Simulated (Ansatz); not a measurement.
**C₂HBrF₂: a ladder of functionals and wavefunction methods**

The task here is to estimate one member of a computed series from the others.

The runs use Ansatz 0.2.0, Gaussian basis; functionals in def2-TZVPP, the program's frozen cores in correlated methods.

Plan: PBE-D4, r2SCAN-D4, PBE0-D4, B3LYP-D4, ωB97X-V, ωB97M-V, B2PLYP; CCSD(T)/def2-TZVPP; MP2/def2-QZVPP; extrapolation to the limit.

## The relaxed structure

The geometry comes from an earlier relaxation with PBE0-D4 in a triple-zeta def2 set; it is a stationary point.

SMILES `F/C=C(\F)Br`, 6 atoms, charge 0, spin multiplicity 1.

Atoms are counted from 1 here; the program's logs count them from 0.

Bond lengths: F1–C2 1.330 Å, C2–C3 1.323 Å, C2–H6 1.080 Å, C3–F4 1.319 Å, C3–Br5 1.864 Å. Angles: F1–C2–C3 121.0°, F1–C2–H6 115.5°, C3–C2–H6 123.5°, C2–C3–F4 122.7°, C2–C3–Br5 122.6°, F4–C3–Br5 114.8°.

As a file:

```xyz
6
charge 0, multiplicity 1
F     0.3062   -1.1039    1.4573
C     0.0197   -0.0164    0.7481
C     0.0111   -0.0485   -0.5748
F     0.2813   -1.1414   -1.2624
Br   -0.3841    1.4485   -1.6120
H    -0.1994    0.8705    1.3240
```

The first run:

in.yaml reads:

```yaml
crystal:
  periodic: [false, false, false]
  atoms:
    - {symbol: F, position_ang: [0.306249, -1.103895, 1.457295]}
    - {symbol: C, position_ang: [0.019667, -0.016381, 0.748072]}
    - {symbol: C, position_ang: [0.011084, -0.048478, -0.574825]}
    - {symbol: F, position_ang: [0.281343, -1.141358, -1.262429]}
    - {symbol: Br, position_ang: [-0.384145, 1.448485, -1.612045]}
    - {symbol: H, position_ang: [-0.199397, 0.870527, 1.324032]}
basis:
  gaussian: {orbitals: def2-TZVPP}
hamiltonian: {xc: pbe, dispersion: d4}
output: {forces: true, orbitals: {seedname: orbitals}}
```

Steps of the session up to this table: PBE-D4 (GGA); r2SCAN-D4 (meta-GGA); PBE0-D4 (hybrid); B3LYP-D4 (hybrid); ωB97X-V (range-separated); ωB97M-V (range-separated); B2PLYP (double hybrid); CCSD(T) in def2-TZVPP; MP2 in def2-QZVPP.

One table of the session follows, with a row left open; its other results are not shown here.

```
            method  atomisation energy (eV)
            PBE-D4                   24.868
         r2SCAN-D4                   23.708
           PBE0-D4                   23.776
          B3LYP-D4                   23.322
           ωB97X-V                   23.441
           ωB97M-V                   23.460
            B2PLYP                   23.136
     HF/def2-TZVPP                   15.395
    MP2/def2-TZVPP                   23.757
   CCSD/def2-TZVPP                   22.015
CCSD(T)/def2-TZVPP                   22.652
           MP2/CBS                        ?
       CCSD(T)/CBS                   23.406
```

Estimate the missing values for MP2/CBS.

The run gave: atomisation energy (eV): 24.511. In the column «atomisation energy (eV)» it lies between PBE0-D4 (23.776) and PBE-D4 (24.868).
